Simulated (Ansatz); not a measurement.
# H3 (doublet): from Hartree-Fock to the top rungs at distance H1–H2 along a hydrogen transfer = 0.777 Å, cc-pVQZ

Aim: climb from Hartree-Fock through coupled cluster and multireference methods for H3 (doublet) at one geometry and basis, and see what each rung misses.

The runs use Ansatz 0.2.0, Gaussian basis; cc-pVQZ, core rule «outside noble gas», up to 0 orbitals frozen.

Plan: UHF; CCSD(T) on ROHF; CCSD(T) on UHF; BCCD(T) on ROHF; CISD; CCSDT on ROHF; CCSDT on UHF; CASSCF and NEVPT2, 3 electrons in 3 orbitals; Full CI.

11 further runs of the same task are left out: 3 that didn't finish, 8 set aside as unsound or not needed.

**1. The system**

The geometry derives from fragments relaxed apart (PBE0/def2-TZVP) and kept rigid, so it is no stationary point. A hydrogen atom is moved between rigid fragments.

3 atoms, charge 0, spin multiplicity 2.

Atoms are counted from 1 here; the program's logs count them from 0.

Bond lengths: H1–H2 0.777 Å.

**2. UHF**

File in.yaml:

```yaml
crystal:
  periodic: [false, false, false]
  atoms:
    - {symbol: H, position_ang: [0.000000, 0.000000, -0.829667]}
    - {symbol: H, position_ang: [0.000000, 0.000000, -0.052667]}
    - {symbol: H, position_ang: [0.000000, 0.000000, 0.882333]}
basis:
  gaussian: {orbitals: cc-pVQZ}
magnetization: {spin_polarized: true, initial_magnetization: 1}
hamiltonian: {xc: hf}
output: {orbitals: {seedname: orbitals}}
```

On the command line:

```
$ ansatz run in.yaml --threads 1 --pin off --events-out ev --progress --plain --max-ram 2393MiB
```

After this run come: CCSD(T) on ROHF; CCSD(T) on UHF; BCCD(T) on ROHF; CISD; CCSDT on ROHF; CCSDT on UHF; CASSCF and NEVPT2, 3 electrons in 3 orbitals; Full CI.

**Question.** What will the summary of the whole plan be? Wanted: FCI below the RHF energy; RMP2 from FCI; UMP2 from FCI; RCCSD from FCI; RCCSD(T) from FCI; UCCSD(T) from FCI; NEVPT2 valence from FCI; T1 diagnostic; effectively unpaired electrons.

As calculated:

```
                         quantity                                                            value
         FCI below the RHF energy                                                       -1.6283 eV
                    RMP2 from FCI                                                       +298.0 meV
                    UMP2 from FCI                                                       +301.4 meV
                   RCCSD from FCI                                                        +18.5 meV
                RCCSD(T) from FCI                                                         +2.9 meV
                UCCSD(T) from FCI                                                         +2.9 meV
          NEVPT2 valence from FCI                                                       +240.3 meV
levels within 1 kcal/mol (43 meV)  CISD, RCCSD, UCCSD, RCCSD(T), UCCSD(T), BCCD(T), RCCSDT, UCCSDT
                    T1 diagnostic                                                            0.034
   effectively unpaired electrons                                                             1.01
```

**Reading.** RCCSD(T) lands +2.9 meV from the yardstick (0.2 % of the correlation energy). One determinant dominates. These misses are within one basis, not against nature.
